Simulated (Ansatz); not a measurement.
**C3H3F5: small, medium and large basis sets**

An exercise on one series of results from a longer session: the logs are not shown, and one member is left open.

Computed with Ansatz 0.2.0, Gaussian basis. Level: one geometry, several basis sets.

The runs, in order: PBE0-D4/def2-SVP; ωB97M-V/def2-SVP; PBE0-D4/def2-QZVPP; ωB97M-V/def2-QZVPP; the functionals' def2-TZVPP values are taken from earlier runs.

**Structure used throughout**

The geometry comes from an earlier relaxation with PBE0-D4 in a triple-zeta def2 set; it is a stationary point, not always the lowest conformer.

SMILES `FCC(F)(F)C(F)F`, 11 atoms, charge 0, spin multiplicity 1.

Atoms are counted from 1 here; the program's logs count them from 0.

Bond lengths: F1–C2 1.373 Å, C2–C3 1.514 Å, C2–H9 1.093 Å, C2–H10 1.091 Å, C3–F4 1.352 Å, C3–F5 1.350 Å, C3–C6 1.532 Å, C6–F7 1.343 Å, C6–F8 1.351 Å, C6–H11 1.093 Å. Angles: F1–C2–C3 109.4°, F1–C2–H9 109.5°, F1–C2–H10 109.4°, C3–C2–H9 108.5°, C3–C2–H10 109.6°, H9–C2–H10 110.5°, C2–C3–F4 110.1°, C2–C3–F5 107.8°, C2–C3–C6 113.8°, F4–C3–F5 108.1°, F4–C3–C6 107.3°, F5–C3–C6 109.6°, C3–C6–F7 109.5°, C3–C6–F8 108.8°, C3–C6–H11 111.2°, F7–C6–F8 108.5°, F7–C6–H11 109.5°, F8–C6–H11 109.3°.

Set-up of the first run:

File in.yaml:

```yaml
crystal:
  periodic: [false, false, false]
  atoms:
    - {symbol: F, position_ang: [0.560308, -1.691241, 0.918604]}
    - {symbol: C, position_ang: [1.079831, -0.768370, 0.045573]}
    - {symbol: C, position_ang: [0.266381, 0.506141, 0.119103]}
    - {symbol: F, position_ang: [0.396165, 1.070423, 1.340677]}
    - {symbol: F, position_ang: [0.762985, 1.366231, -0.794649]}
    - {symbol: C, position_ang: [-1.230849, 0.299478, -0.129149]}
    - {symbol: F, position_ang: [-1.848211, 1.491476, -0.160066]}
    - {symbol: F, position_ang: [-1.395220, -0.299686, -1.328620]}
    - {symbol: H, position_ang: [2.110081, -0.539173, 0.328108]}
    - {symbol: H, position_ang: [1.042239, -1.169084, -0.968988]}
    - {symbol: H, position_ang: [-1.678310, -0.323296, 0.649908]}
basis:
  gaussian: {orbitals: def2-SVP}
hamiltonian: {xc: pbe0, dispersion: d4}
output: {orbitals: {seedname: orbitals}}
```

Launch:

```bash
$ ansatz run in.yaml --threads 4 --pin off --events-out ev --progress --plain --max-ram 11315MiB
```

Steps of the session up to this table: PBE0-D4 in def2-SVP; ωB97M-V in def2-SVP; PBE0-D4 in def2-QZVPP; ωB97M-V in def2-QZVPP.

One of the session's tables, all rows but one given; the rest of the session is left out.

It belongs to the step «Functionals by basis». 

```
functional       basis  HOMO (eV)  LUMO (eV)
   PBE0-D4    def2-SVP      -9.56       1.58
   PBE0-D4  def2-TZVPP          ?          ?
   PBE0-D4  def2-QZVPP      -9.77       0.70
   ωB97M-V    def2-SVP     -11.94       3.69
   ωB97M-V  def2-TZVPP     -12.12       2.91
   ωB97M-V  def2-QZVPP     -12.18       2.01
```

Q: Estimate the row for PBE0-D4, def2-TZVPP from the others.

The run gave: HOMO (eV): -9.72; LUMO (eV): 1.00. In the column «HOMO (eV)» it lies between PBE0-D4, def2-QZVPP (-9.77) and PBE0-D4, def2-SVP (-9.56).
